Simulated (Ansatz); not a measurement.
**Cl2FH3OSi2: basis-set convergence**

The task here is to estimate one member of a computed series from the others.

The runs use Ansatz 0.2.0, Gaussian basis; one geometry, several basis sets.

Plan: PBE0-D4/def2-SVP; ωB97M-V/def2-SVP; PBE0-D4/def2-QZVPP; ωB97M-V/def2-QZVPP; the functionals' def2-TZVPP values are taken from earlier runs.

### Structure used throughout

An earlier PBE0-D4 in a triple-zeta def2 set relaxation fixed the geometry.

SMILES `F[SiH](Cl)O[SiH2]Cl`, 9 atoms, charge 0, spin multiplicity 1.

Atoms are counted from 1 here; the program's logs count them from 0.

Bond lengths: F1–Si2 1.581 Å, Si2–Cl3 2.032 Å, Si2–O4 1.612 Å, Si2–H7 1.466 Å, O4–Si5 1.632 Å, Si5–Cl6 2.045 Å, Si5–H8 1.476 Å, Si5–H9 1.474 Å. Angles: F1–Si2–Cl3 108.0°, F1–Si2–O4 108.0°, F1–Si2–H7 108.8°, Cl3–Si2–O4 110.3°, Cl3–Si2–H7 110.3°, O4–Si2–H7 111.3°, Si2–O4–Si5 147.5°, O4–Si5–Cl6 109.6°, O4–Si5–H8 110.2°, O4–Si5–H9 107.7°, Cl6–Si5–H8 107.9°, Cl6–Si5–H9 108.4°, H8–Si5–H9 113.0°.

Set-up of the first run:

The input, in.yaml:

```yaml
crystal:
  periodic: [false, false, false]
  atoms:
    - {symbol: F, position_ang: [1.239942, -2.413345, 0.398148]}
    - {symbol: Si, position_ang: [1.302681, -0.874932, 0.037154]}
    - {symbol: Cl, position_ang: [1.467351, -0.708918, -1.981482]}
    - {symbol: O, position_ang: [-0.064090, -0.187070, 0.544909]}
    - {symbol: Si, position_ang: [-1.351087, 0.749774, 0.183175]}
    - {symbol: Cl, position_ang: [-0.714406, 2.632992, -0.296720]}
    - {symbol: H, position_ang: [2.472147, -0.282834, 0.694021]}
    - {symbol: H, position_ang: [-2.068417, 0.201519, -0.984992]}
    - {symbol: H, position_ang: [-2.195622, 0.836413, 1.388687]}
basis:
  gaussian: {orbitals: def2-SVP}
hamiltonian: {xc: pbe0, dispersion: d4}
output: {orbitals: {seedname: orbitals}}
```

On the command line:

```
$ ansatz run in.yaml --threads 4 --pin off --events-out ev --progress --plain --max-ram 10444MiB
```

Steps of the session up to this table: PBE0-D4 in def2-SVP; ωB97M-V in def2-SVP; PBE0-D4 in def2-QZVPP; ωB97M-V in def2-QZVPP.

One table of the session follows, with a row left open; its other results are not shown here.

It belongs to the step «Density functionals: the series». 

```
functional       basis  HOMO (eV)  LUMO (eV)
   PBE0-D4    def2-SVP      -9.02       0.58
   PBE0-D4  def2-TZVPP      -9.14       0.11
   PBE0-D4  def2-QZVPP      -9.16      -0.06
   ωB97M-V    def2-SVP          ?          ?
   ωB97M-V  def2-TZVPP     -11.38       1.86
   ωB97M-V  def2-QZVPP     -11.41       1.47
```

**Question.** Estimate the row for ωB97M-V, def2-SVP.

As computed: HOMO (eV): -11.21; LUMO (eV): 2.55. In the column «HOMO (eV)» it lies between ωB97M-V, def2-TZVPP (-11.38) and PBE0-D4, def2-QZVPP (-9.16).
